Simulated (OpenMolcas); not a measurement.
# GaHClOF (SMILES [OH][Ga]([F])[Cl]) at 6 levels

Aim: a comparison of 6 runs (B3LYP/6-31G*, BHLYP/def2-SVPD, PBE/def2-SVPD, revPBE/def2-SVPD, MP2/def2-SVPD) of GaHClOF. 

The results are computed with OpenMolcas 26.06.

1 further run of the same task is left out (set aside as unsound or not needed).

### Step 1. Starting point

The species is GaHClOF (5 atoms), meant as a singlet with charge 0. SMILES: `[OH][Ga]([F])[Cl]`. One bond was lengthened or shortened from a relaxed shape.

Bond lengths: O1–Ga2 1.761 Å, Ga2–F3 1.733 Å, Ga2–Cl4 2.115 Å, O1–H5 1.105 Å. Angles: O1–Ga2–F3 117.4°, O1–Ga2–Cl4 124.1°, F3–Ga2–Cl4 118.5°, Ga2–O1–H5 113.2°.

### Step 2. The energy at B3LYP/6-31G(d) (spherical functions) (run 1)

job.input reads:

```
&GATEWAY
 BasLib=$CurrDir
 Coord
 5
 bohr
 O     -0.84246258    -2.31798720     0.80905411
 Ga    -0.01835302     0.34066849    -1.01377570
 F     -0.71093764     0.24561526    -4.21232614
 Cl     1.74967474     3.60819393     0.45926581
 H     -0.34393015    -2.11913888     2.82665234
 Basis=6-31Gs
 Group=NoSym

&SEWARD
 GridInput
 Grid=UltraFine
 End of Grid

&SCF
 KSDFT=B3LYP
 Thresholds=1e-10 1e-07 1e-07 1e-05
 PrOrbitals=0
```

The basis set 6-31G* is read from a file made from the Basis Set Exchange's data (not shown).

The run is started by

```
export MOLCAS_MEM=1860
pymolcas job.input > job.log
```

The program printed:

```text
--- Start Module: gateway ---
[...]
--- Stop Module: gateway /rc=_RC_ALL_IS_WELL_ ---
--- Start Module: seward ---
[...]
      Basis functions           80
--- Stop Module: seward /rc=_RC_ALL_IS_WELL_ ---
[...]
--- Start Module: scf ---
[...]
       Convergence after  14 Iterations
[...]
::    Total KS-DFT energy                           -2560.5787211709
[...]
      Total spin, S                                     0.0000000000
[...]
      Total electronic charge=   66.000000
      Total            charge=   -0.000000
[...]
      Dipole Moment (debye):
      Origin of the operator (angstrom)=    0.1233    0.4354   -0.4466
                   X=  3.6837E-01               Y= -2.2453E-01               Z=  2.3148E+00           Total=  2.3547E+00
      Quadrupole Moment (debye*angstrom):
[...]
--- Stop Module: scf /rc=_RC_ALL_IS_WELL_ ---
[...]
```

Run time: 13 s. Hardware: 1 thread of Intel Xeon Platinum 8375C at 2.90GHz (Ice Lake), shared host; peak memory 0.45 GiB.

### Step 3. The energy at B3LYP/6-31G(d) (Cartesian functions) (run 2)

test.input reads:

```
>>> EXPORT MOLCAS_PRINT=2

&GATEWAY
 BasLib
 $CurrDir
 Coord
 5
 bohr
 O     -0.84246258    -2.31798720     0.80905411
 Ga    -0.01835302     0.34066849    -1.01377570
 F     -0.71093764     0.24561526    -4.21232614
 Cl     1.74967474     3.60819393     0.45926581
 H     -0.34393015    -2.11913888     2.82665234
 Basis
 6-31Gs
 Group
 NoSym

&SEWARD
 GridInput
 Grid=UltraFine
 End of Grid

&SCF
 KSDFT
 B3LYP
 Thresholds
 1e-10 1e-07 1e-07 1e-05
 PrOrbitals
 1 2
```

The basis set 6-31G* is read from a file made from the Basis Set Exchange's data (not shown).

The run is started by

```
export MOLCAS_MEM=1860
pymolcas test.input > test.log
```

The program printed:

```text
--- Start Module: gateway ---
[...]
--- Stop Module: gateway /rc=_RC_ALL_IS_WELL_ ---
--- Start Module: seward ---
[...]
      Basis functions           86
--- Stop Module: seward /rc=_RC_ALL_IS_WELL_ ---
[...]
--- Start Module: scf ---
[...]
       Convergence after  15 Iterations
[...]
::    Total KS-DFT energy                           -2560.5910764936
[...]
      Total spin, S                                     0.0000000000
[...]
      Total electronic charge=   66.000000
      Total            charge=   -0.000000
[...]
      Dipole Moment (debye):
      Origin of the operator (angstrom)=    0.1233    0.4354   -0.4466
                   X=  3.5524E-01               Y= -2.4265E-01               Z=  2.2903E+00           Total=  2.3304E+00
      Quadrupole Moment (debye*angstrom):
[...]
--- Stop Module: scf /rc=_RC_ALL_IS_WELL_ ---
[...]
```

It took 15 s on 1 thread of Intel Xeon Platinum 8375C at 2.90GHz (Ice Lake), shared host; peak memory 0.47 GiB.

Runs 3 to 5 aren't shown in full; the table further down has their settings and results.

### Step 4. A single-point energy at MP2/def2-SVPD (run 6)

coord.xyz reads:

```xyz
5

O     -0.445812    -1.226626     0.428133
Ga    -0.009712     0.180274    -0.536467
F     -0.376212     0.129974    -2.229067
Cl     0.925888     1.909374     0.243033
H     -0.182000    -1.121400     1.495800
```

calc.input reads:

```
&GATEWAY
BasLib=$CurrDir
Coord=coord.xyz
Basis=def2-SVPD
Group=NoSym
&SEWARD
&SCF
Thresholds=1e-10 1e-07 1e-07 1e-05
PrOrbitals=1
&MBPT2
Frozen=16
```

The basis set def2-SVPD is read from a file made from the Basis Set Exchange's data (not shown).

The run is started by

```
export MOLCAS_MEM=1860
pymolcas calc.input > calc.log
```

The program printed:

```text
--- Start Module: gateway ---
[...]
--- Stop Module: gateway /rc=_RC_ALL_IS_WELL_ ---
[...]
      Basis functions          119
[...]
--- Start Module: scf ---
[...]
       Convergence after  15 Iterations
[...]
::    Total SCF energy                              -2557.2350687213
[...]
      Total spin, S                                     0.0000000000
[...]
      Total electronic charge=   66.000000
      Total            charge=   -0.000000
[...]
      Dipole Moment (debye):
      Origin of the operator (angstrom)=    0.1233    0.4354   -0.4466
                   X=  5.5109E-01               Y=  8.8463E-02               Z=  2.5227E+00           Total=  2.5837E+00
      Quadrupole Moment (debye*angstrom):
[...]
--- Stop Module: scf /rc=_RC_ALL_IS_WELL_ ---
[...]
--- Start Module: mbpt2 ---
[...]
WARNING!
Default frozen orbitals as non valence orbitals is overwritten by user input.
Default values:  21
[...]
       Reference weight ( Cref**2 )         =        0.82323
::    Total MBPT2 energy                            -2557.9941346199
[...]
      Total MBPT2 calculations                           0.85      0.97
--- Stop Module: mbpt2 /rc=_RC_ALL_IS_WELL_ ---
[...]
```

Wall time 20 s (1 thread of Intel Xeon Platinum 8375C at 2.90GHz (Ice Lake), shared host); peak memory 0.75 GiB.

### Step 5. Overview of the runs

| run | level | Cartesian functions | integration grid | energy (Eh) | dipole moment (D) of the reference | HOMO energy (eV) | LUMO energy (eV) | wall time |
| --- | --- | --- | --- | --- | --- | --- | --- | --- |
| 1 | B3LYP/6-31G* (spherical functions) | no | UltraFine | -2560.578721 | 2.35 | -9.11 | -2.10 | 13 s |
| 2 | B3LYP/6-31G* (Cartesian functions) | yes | UltraFine | -2560.591076 | 2.33 | -9.09 | -2.08 | 15 s |
| 3 | BHLYP/def2-SVPD | no | UltraFine | -2560.227646 | 2.54 | -11.11 | -1.21 | 33 s |
| 4 | PBE/def2-SVPD | no | UltraFine | -2559.681426 | 2.35 | -8.13 | -2.93 | 33 s |
| 5 | revPBE/def2-SVPD | no | UltraFine | -2560.046852 | 2.31 | -8.07 | -2.83 | 33 s |
| 6 | MP2/def2-SVPD | no | – | -2557.994135 | 2.58 | -13.26 | 0.70 | 20 s |

### Step 6. Summary of results

```
                                           quantity           value
                                run 6: total energy  -2557.99413 Eh
          run 6: dipole moment (mean-field density)          2.58 D
         run 6: HOMO energy (Hartree–Fock orbitals)       -13.26 eV
         run 6: LUMO energy (Hartree–Fock orbitals)         0.70 eV
       run 6: HOMO–LUMO gap (Hartree–Fock orbitals)        13.96 eV
run 6: correlation energy (16 core orbitals frozen)      -759.1 mEh
```

What this shows: Over runs 1, 2, 3, 4, 5 the dipole moment (its size) runs from 2.31 D (revPBE/def2-SVPD) to 2.54 D (BHLYP/def2-SVPD). Over runs 1, 2, 3, 4, 5 the HOMO–LUMO gap runs from 5.20 eV (PBE/def2-SVPD) to 9.89 eV (BHLYP/def2-SVPD). Totals of different functionals can't be ranked against each other. All runs together took 2.5 min, the longest 33 s.
